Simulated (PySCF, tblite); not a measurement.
# C₇H₇F₂ radical: geometry, infrared bands and EPR parameters

Wanted: the infrared bands and EPR parameters of C₇H₇F₂ radical (`C[C@@H]1[CH]C(F)=C(F)C=C1`), by calculation.

Programs: tblite 0.8.0 and PySCF 2.14.0, with density-fitted response routines of our own. Each step states its level of theory. These are calculated values for one molecule in the gas phase, unless marked as measured. Atoms are numbered from 0 throughout.

## Step 1: The molecule as given

16 atoms, charge 0, multiplicity 2; geometry from: force field or distance geometry start.

Bonds of the start (Å): C0–C1 1.51, C1–C2 1.50, C2–C3 1.43, C3–F4 1.34, C3–C5 1.34, C5–F6 1.35, C5–C7 1.44, C7–C8 1.35, C8–C1 1.53, C0–H9 1.11, C0–H10 1.09, C0–H11 1.10, C1–H12 1.12, C2–H13 1.09, C7–H14 1.08, C8–H15 1.09.

## Step 2: Optimising the geometry with GFN2-xTB

What the job is given:

```
{"job": {"kind": "relax", "xc": "GFN2-xTB", "basis": "xTB"}, "charge": 0, "multiplicity": 2}
C     -1.951600    -0.481000    -0.402300
C     -0.801400    -0.118100     0.514100
C     -0.266500     1.249900     0.194700
C      1.099200     1.435900    -0.203100
F      1.505200     2.674500    -0.497300
C      1.950400     0.400000    -0.245900
F      3.241500     0.593500    -0.608100
C      1.550100    -0.935100     0.097600
C      0.279100    -1.199500     0.452100
H     -2.768100     0.262000    -0.319600
H     -1.647300    -0.522800    -1.452300
H     -2.389200    -1.457000    -0.138400
H     -1.174400    -0.095100     1.565600
H     -0.909200     2.125200     0.255900
H      2.291300    -1.712800     0.052500
H     -0.016600    -2.210700     0.723000
```

Started as:

```bash
> OMP_NUM_THREADS=1 python probes_run.py task.json out
```

One launch serves the whole session: the jobs run in the order shown.

**Question.** This job is followed by: GFN2-xTB harmonic vibrations, gas phase; UKS B3LYP, pcH-1 on C F H, non-relativistic, mean-field spin-orbit, GIAO. Predict these results of the whole session: strongest single infrared mode (GFN2-xTB); zero-point energy (GFN2-xTB); g(iso) (B3LYP); ⟨S²⟩; largest a(iso) (averaged by class); surface potential, 1st and 99th percentile.

As calculated:

| quantity | value |
| --- | --- |
| strongest single infrared mode (GFN2-xTB) | 1416 cm⁻¹, 116 km/mol |
| zero-point energy (GFN2-xTB) | 74.2 kcal/mol |
| g(iso) (B3LYP) | 2.00302 |
| ⟨S²⟩ | 0.784 (exact 0.75) |
| largest a(iso) (averaged by class) | 1H on H12, 137.4 MHz |
| surface potential, 1st and 99th percentile | -0.92 V and 1.07 V |

In words: Over 22 steps the energy fell by 0.255 eV; of the close pairs, C2–C3 changed most, 1.435 to 1.354 Å. All 42 modes are real, so the xTB geometry is a minimum. The strongest single mode, at 1416 cm⁻¹, has its largest shares on C5, C8, C7 and C3 (the list is cut at 4 atoms). Unscaled tight-binding wavenumbers are off by several per cent, some by more. Its intensities can rank the bands wrongly. The largest spin populations lie on C5 (0.49 e), C8 (0.43 e), C2 (0.43 e). The isotropic g lies 0.7 ppt above the free-electron value.
